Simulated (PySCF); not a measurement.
# H6N3Pr (Pr(NH2)3+): the cost of one run

The runs use PySCF 2.14.0; several levels, as the steps say, no spin–orbit coupling.

1 further run of the same task is left out (for a known fault of the program).

## (1) Where the work starts

10 atoms, charge 1, spin multiplicity 1.

Bond lengths: Pr1–N2 2.110 Å, Pr1–H3 2.844 Å, Pr1–H4 2.837 Å, Pr1–N5 2.111 Å, Pr1–H6 2.837 Å, Pr1–H7 2.845 Å, Pr1–N8 2.111 Å, Pr1–H9 2.840 Å, Pr1–H10 2.841 Å, N2–H3 1.024 Å, N2–H4 1.024 Å, N5–H6 1.024 Å, N5–H7 1.024 Å, N8–H9 1.024 Å, N8–H10 1.024 Å. Angles: N2–Pr1–H3 16.8°, N2–Pr1–H4 17.0°, N2–Pr1–N5 115.4°, N2–Pr1–H6 99.3°, N2–Pr1–H7 130.7°, N2–Pr1–N8 115.3°, N2–Pr1–H9 99.3°, N2–Pr1–H10 130.8°, H3–Pr1–H4 33.7°, H3–Pr1–N5 99.5°, H3–Pr1–H6 83.0°, H3–Pr1–H7 115.5°, H3–Pr1–N8 130.7°, H3–Pr1–H9 115.3°, H3–Pr1–H10 144.7°, H4–Pr1–N5 131.0°, H4–Pr1–H6 115.6°, H4–Pr1–H7 144.8° and more.

Coordinates:

```xyz
10
H6N3Pr
Pr    0.0450    0.0369   -0.4961
N     2.0524    0.0032    0.1541
H     2.6245    0.8107    0.4169
H     2.6277   -0.8328    0.2912
N    -1.0349    1.7849   -0.0114
H    -0.6313    2.6924    0.2370
H    -2.0522    1.8803    0.0490
N    -1.0089   -1.7786   -0.2698
H    -0.5967   -2.7066   -0.1401
H    -2.0256   -1.8905   -0.2308
```

Formal oxidation states: Pr +4. Each metal's 1 4f electrons lie in its core potential, so multiplicities, spins and levels count the valence alone. An earlier session relaxed this geometry at PBE0, Pr lcecp-2-SVP with ECP47, N def2-SVP, H def2-SVP (singlet, point group C3v).

At PBE0 on the finer grid: E = -206.683136 Eh, frontier levels not given, since the 4f levels lie in the core, Mulliken charge on Pr1 +1.27 e, largest force component 0.023 eV/Å. 

Levels to run: B3LYP; r2SCAN; PBE0, TZVP. Hardware: 2 threads of Arm Neoverse V2, shared host.

## (2) B3LYP

Contents of run.py (the lines that set the calculation):

```python
mol = gto.M(atom='''
Pr     0.04500     0.03695    -0.49611
N      2.05242     0.00325     0.15407
H      2.62448     0.81067     0.41695
H      2.62769    -0.83282     0.29119
N     -1.03487     1.78492    -0.01138
H     -0.63129     2.69243     0.23696
H     -2.05224     1.88033     0.04896
N     -1.00892    -1.77855    -0.26976
H     -0.59669    -2.70663    -0.14012
H     -2.02557    -1.89055    -0.23076''',
    basis={'Pr': 'lcecp-2-SVP', 'N': 'def2-SVP', 'H': 'def2-SVP'},
    ecp={'Pr': 'lcecp-2-SVP'},
    charge=1, spin=0)
mf = dft.RKS(mol, xc='B3LYP')
mf.grids.atom_grid = (75, 302)  # f atoms: unpruned, at least (60, 302)
mf = mf.density_fit()  # fitting sets: Pr AutoAux, N def2-universal-JKFIT, H def2-universal-JKFIT
mf.conv_tol = 1e-08; mf.max_cycle = 55
mf.kernel(dm0)  # dm0: the density of the relaxed state
```

Command:

```bash
OMP_NUM_THREADS=2 python run.py
```

**Question.** How long does this run take on 2 threads of Arm Neoverse V2, shared host?

About 6.1 s.
